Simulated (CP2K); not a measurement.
Ta3AsAu2O13:

```
Ta As Au O
1.0
     7.33522    0.00000    0.00000
    -0.15806    7.33352    0.00000
    -0.15806   -0.16150    7.33174
Ta As Au O
3 1 2 13
Direct
  0.23108 0.57229 0.23108
  0.23108 0.23108 0.57229
  0.57229 0.23108 0.23108
  0.55878 0.55878 0.55878
  0.96559 0.96559 0.96559
  0.75105 0.75105 0.75105
  0.40884 0.66762 0.40884
  0.40884 0.40884 0.66762
  0.66762 0.40884 0.40884
  0.49726 0.01313 0.36024
  0.36024 0.49726 0.01313
  0.01313 0.36024 0.49726
  0.36024 0.01313 0.49726
  0.01313 0.49726 0.36024
  0.49726 0.36024 0.01313
  0.10963 0.74806 0.10963
  0.10963 0.10963 0.74806
  0.74806 0.10963 0.10963
  0.30840 0.30840 0.30840
```

The cell was built by a generator and needn't be a form met in nature.

Base run:

- Program: CP2K 2026.2
- Functional: r2SCAN
- Potentials or basis: GTH_POTENTIALS Ta GTH-PBE-q13, As GTH-PBE-q5, Au GTH-PBE-q11, O GTH-PBE-q6; DZVP-MOLOPT-SR-GTH basis
- Density cutoff: 12245 eV
- k mesh: 3 × 3 × 3
- Occupations: fermi-dirac, width 0.05 eV
- Spin: no spin polarisation

Its results: band gap on the k mesh 1.36 eV, indirect (least direct gap 1.37 eV); pressure -3.0 GPa.

The run is repeated on the same cell with these changes: functional from r2SCAN to PBEsol. What comes out?

Band gap on the k mesh 1.03 eV, indirect (least direct gap 1.04 eV); pressure -2.5 GPa.

r2SCAN gives the wider gap, since meta-GGAs in the generalised Kohn-Sham scheme recover part of the derivative discontinuity.

Caveats: the potentials were made for another functional, which shifts forces and pressure; spin-orbit coupling is left out, which moves the levels of the heavy elements; an odd mesh through Γ misses points on the zone boundary, where band edges often lie; the basis of atomic orbitals isn't converged, which shifts pressures, moduli and gaps.

Not every run made on this cell is shown here.
